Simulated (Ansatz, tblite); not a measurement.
# C11H22S: a ladder of methods and basis sets

An exercise on one series of results from a longer session: the logs are not shown, and one member is left open.

Method: as each input shows; program: Ansatz 0.2.0, Gaussian basis.

The runs, in order: GFN1-xTB, GFN2-xTB, PBE-D4/def2-TZVP, r2SCAN-D4/def2-TZVP, r2SCAN0-D4/def2-TZVP, BHLYP-D4/def2-TZVP, PBE-D4/def2-SVP, PBE0-D4/def2-SVP, HF/6-31G, B3LYP-D4/6-31G, MP2/def2-SVP.

4 further runs of the same task are left out: 4 that didn't finish.

## The geometry

The singlet was relaxed beforehand with r2SCAN-D4/def2-SVP.

SMILES `C=CCCCCCCCCCS`, 34 atoms, charge 0, spin multiplicity 1.

Bond lengths: C1–C2 1.338 Å, C1–H13 1.094 Å, C1–H14 1.096 Å, C2–C3 1.498 Å, C2–H15 1.100 Å, C3–C4 1.533 Å, C3–H16 1.105 Å, C3–H17 1.108 Å, C4–C5 1.526 Å, C4–H18 1.106 Å, C4–H19 1.106 Å, C5–C6 1.528 Å, C5–H20 1.108 Å, C5–H21 1.106 Å, C6–C7 1.530 Å, C6–H22 1.107 Å, C6–H23 1.105 Å, C7–C8 1.530 Å and more. Angles: C2–C1–H13 121.7°, C2–C1–H14 121.3°, H13–C1–H14 117.0°, C1–C2–C3 125.4°, C1–C2–H15 118.8°, C3–C2–H15 115.8°, C2–C3–C4 113.0°, C2–C3–H16 109.8°, C2–C3–H17 109.3°, C4–C3–H16 109.8°, C4–C3–H17 108.4°, H16–C3–H17 106.3°, C3–C4–C5 113.3°, C3–C4–H18 109.0°, C3–C4–H19 109.4°, C5–C4–H18 109.8°, C5–C4–H19 109.3°, H18–C4–H19 105.8° and more.

As a file:

```csv
atom,x (Å),y (Å),z (Å)
C1,-6.1148,1.2028,0.1730
C2,-5.2215,0.2608,0.4972
C3,-3.7532,0.4856,0.6896
C4,-2.8915,-0.3030,-0.3035
C5,-1.3931,-0.1047,-0.0925
C6,-0.5389,-0.8896,-1.0871
C7,0.9644,-0.6288,-0.9768
C8,1.5769,-1.0558,0.3582
C9,3.1034,-0.9703,0.4088
C10,3.6547,0.4495,0.2697
C11,5.1712,0.4977,0.4067
S12,5.8863,2.1791,0.3174
H13,-7.1735,0.9669,0.0319
H14,-5.8140,2.2478,0.0326
H15,-5.5655,-0.7777,0.6136
H16,-3.5264,1.5638,0.6081
H17,-3.4687,0.1842,1.7170
H18,-3.1670,-0.0080,-1.3326
H19,-3.1327,-1.3800,-0.2247
H20,-1.1497,0.9728,-0.1726
H21,-1.1353,-0.3950,0.9428
H22,-0.7348,-1.9716,-0.9591
H23,-0.8707,-0.6436,-2.1124
H24,1.4837,-1.1641,-1.7936
H25,1.1528,0.4466,-1.1523
H26,1.1591,-0.4426,1.1776
H27,1.2702,-2.0968,0.5713
H28,3.4558,-1.3970,1.3660
H29,3.5335,-1.6106,-0.3855
H30,3.3704,0.8744,-0.7097
H31,3.2010,1.1084,1.0320
H32,5.4823,0.1223,1.3963
H33,5.6594,-0.1466,-0.3439
H34,5.5263,2.4229,-0.9638
```

PBE0-D4/def2-TZVP was run before; its log isn't repeated, and its numbers join the tables.

Set-up of the first run:

Tight binding, by tblite at 300 K electronic temperature and without a spin-polarisation term:

```python
tblite.interface.Calculator('GFN1-xTB', numbers, positions, charge=0, uhf=0).singlepoint()
```

Tight binding, by tblite at 300 K electronic temperature and without a spin-polarisation term:

```python
tblite.interface.Calculator('GFN2-xTB', numbers, positions, charge=0, uhf=0).singlepoint()
```

start.molden holds the orbitals of an earlier run on this state, given as this run's starting guess.

in.yaml

```yaml
crystal:
  periodic: [false, false, false]
  atoms:
    - {symbol: C, position_ang: [-6.114833, 1.202846, 0.173012]}
    - {symbol: C, position_ang: [-5.221544, 0.260836, 0.497218]}
    - {symbol: C, position_ang: [-3.753228, 0.485592, 0.689593]}
    - {symbol: C, position_ang: [-2.891490, -0.303039, -0.303463]}
    - {symbol: C, position_ang: [-1.393148, -0.104700, -0.092474]}
    - {symbol: C, position_ang: [-0.538920, -0.889599, -1.087101]}
    - {symbol: C, position_ang: [0.964435, -0.628847, -0.976765]}
    - {symbol: C, position_ang: [1.576949, -1.055757, 0.358202]}
    - {symbol: C, position_ang: [3.103395, -0.970265, 0.408822]}
    - {symbol: C, position_ang: [3.654707, 0.449506, 0.269720]}
    - {symbol: C, position_ang: [5.171210, 0.497734, 0.406714]}
    - {symbol: S, position_ang: [5.886330, 2.179109, 0.317386]}
    - {symbol: H, position_ang: [-7.173543, 0.966917, 0.031853]}
    - {symbol: H, position_ang: [-5.814039, 2.247810, 0.032643]}
    - {symbol: H, position_ang: [-5.565510, -0.777674, 0.613594]}
    - {symbol: H, position_ang: [-3.526378, 1.563776, 0.608089]}
    - {symbol: H, position_ang: [-3.468737, 0.184190, 1.716952]}
    - {symbol: H, position_ang: [-3.167039, -0.008017, -1.332646]}
    - {symbol: H, position_ang: [-3.132669, -1.379971, -0.224652]}
    - {symbol: H, position_ang: [-1.149653, 0.972840, -0.172604]}
    - {symbol: H, position_ang: [-1.135272, -0.394951, 0.942840]}
    - {symbol: H, position_ang: [-0.734838, -1.971606, -0.959127]}
    - {symbol: H, position_ang: [-0.870728, -0.643620, -2.112358]}
    - {symbol: H, position_ang: [1.483675, -1.164124, -1.793598]}
    - {symbol: H, position_ang: [1.152847, 0.446570, -1.152251]}
    - {symbol: H, position_ang: [1.159116, -0.442564, 1.177603]}
    - {symbol: H, position_ang: [1.270243, -2.096808, 0.571329]}
    - {symbol: H, position_ang: [3.455793, -1.396963, 1.366049]}
    - {symbol: H, position_ang: [3.533512, -1.610599, -0.385454]}
    - {symbol: H, position_ang: [3.370362, 0.874385, -0.709664]}
    - {symbol: H, position_ang: [3.201010, 1.108434, 1.031976]}
    - {symbol: H, position_ang: [5.482326, 0.122284, 1.396262]}
    - {symbol: H, position_ang: [5.659362, -0.146633, -0.343902]}
    - {symbol: H, position_ang: [5.526310, 2.422929, -0.963790]}
basis:
  gaussian: {orbitals: def2-TZVP, initial_orbitals: start.molden}
hamiltonian: {xc: pbe, dispersion: d4}
scf: {omitted_lower_state_checks: [starts]}
output: {orbitals: {seedname: orbitals}}
```

The run is started by

```
$ ansatz run in.yaml --threads 4 --pin off --events-out ev --progress --plain --max-ram 6963MiB
```

Steps of the session up to this table: PBE-D4/def2-TZVP; r2SCAN-D4/def2-TZVP; r2SCAN0-D4/def2-TZVP; BHLYP-D4/def2-TZVP; PBE-D4/def2-SVP; PBE0-D4/def2-SVP; HF/6-31G; B3LYP-D4/6-31G; MP2/def2-SVP.

One of the session's tables, all rows but one given; the rest of the session is left out.

It belongs to the step «Binding energy». 

| level | binding an atom (eV) |
| --- | --- |
| HF/6-31G | 2.999 |
| HF/def2-SVP | 3.196 |
| PBE-D4/def2-SVP | 4.292 |
| PBE-D4/def2-TZVP | 4.252 |
| r2SCAN-D4/def2-TZVP | 4.176 |
| B3LYP-D4/6-31G | 4.099 |
| PBE0-D4/def2-SVP | 4.247 |
| PBE0-D4/def2-TZVP | ? |
| r2SCAN0-D4/def2-TZVP | 4.140 |
| BHLYP-D4/def2-TZVP | 4.073 |
| MP2/def2-SVP | 4.044 |

**Question.** Estimate the row for PBE0-D4/def2-TZVP.

The run gave: binding an atom (eV): 4.203. In the column «binding an atom (eV)» it lies between r2SCAN-D4/def2-TZVP (4.176) and PBE0-D4/def2-SVP (4.247).

Limits of these values: Free atoms were run apart at each level; binding is atoms less cluster, divided by the number of atoms, without zero-point or spin-orbit terms.
